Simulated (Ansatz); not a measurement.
# CH9NSn: the cost of one run

Method: RKS B3LYP-D4/def2-SVP, in Ansatz 0.2.0.

## 1. The system as given

Bond lengths: Sn1–H3 1.724 Å, Sn1–H4 1.713 Å, Sn1–H5 1.707 Å, Sn1–N7 2.454 Å, N7–C8 1.440 Å, N7–H9 1.015 Å, C8–H10 1.089 Å, C8–H11 1.095 Å, C8–H12 1.095 Å. Angles (14 of 15 angles, heavy atoms first): Sn1–N7–C8 122.8°, H3–Sn1–N7 97.3°, H4–Sn1–N7 118.9°, H5–Sn1–N7 115.9°, Sn1–N7–H9 111.0°, C8–N7–H9 108.6°, N7–C8–H10 108.5°, N7–C8–H11 111.9°, N7–C8–H12 110.7°, H3–Sn1–H4 103.4°, H3–Sn1–H5 103.3°, H4–Sn1–H5 114.0°, H10–C8–H11 108.8°, H10–C8–H12 108.7°.

As a file:

```xyz
12

Sn   -1.5627    0.6307   -0.3932
H    -0.2549    1.6661    1.1103
H    -1.9885   -0.7034   -1.3994
H    -2.9489    0.8459    0.5902
H    -1.3009    1.8953   -1.5097
H     0.3406    0.8850    1.1107
N     0.4525   -0.3564    0.5990
C     1.5445   -0.8595   -0.1932
H     0.2107   -1.0530    1.2971
H     1.7734   -0.1310   -0.9694
H     1.2979   -1.8145   -0.6681
H     2.4363   -1.0052    0.4256
```

## 2. Pulling towards end A

Springs on the bonds that form and break draw the guess towards this end; the thresholds are loose.

input.yaml

```yaml
crystal:
  periodic: [false, false, false]
  atoms:
    - { symbol: Sn, position_ang: [-1.5627, 0.6307, -0.3932] }
    - { symbol: H, position_ang: [-0.2549, 1.6661, 1.1103] }
    - { symbol: H, position_ang: [-1.9885, -0.7034, -1.3994] }
    - { symbol: H, position_ang: [-2.9489, 0.8459, 0.5902] }
    - { symbol: H, position_ang: [-1.3009, 1.8953, -1.5097] }
    - { symbol: H, position_ang: [0.3406, 0.885, 1.1107] }
    - { symbol: "N", position_ang: [0.4525, -0.3564, 0.599] }
    - { symbol: C, position_ang: [1.5445, -0.8595, -0.1932] }
    - { symbol: H, position_ang: [0.2107, -1.053, 1.2971] }
    - { symbol: H, position_ang: [1.7734, -0.131, -0.9694] }
    - { symbol: H, position_ang: [1.2979, -1.8145, -0.6681] }
    - { symbol: H, position_ang: [2.4363, -1.0052, 0.4256] }
basis:
  gaussian: { orbitals: def2-SVP }
hamiltonian:
  xc: b3lyp
  dispersion: d4
relax:
  f_tol: 0.15
  max_steps: 25
  restrain:
    - { distance: [0, 6], at: 3.4, k: 30.0 }
    - { distance: [5, 1], at: 1.92, k: 30.0 }
    - { distance: [0, 1], at: 1.7, k: 30.0 }
    - { distance: [5, 6], at: 1.02, k: 30.0 }
output:
  orbitals: {}
```

Run with:

```sh
$ ansatz run input.yaml --threads 2 --pin off --max-ram 3072MiB --backend cpu --events-out ev --progress --plain --runs-dir out
```

What time and memory should one allow on 2 threads of Arm Neoverse V1, shared host?

About 55 s, with a peak of 0.21 GiB.
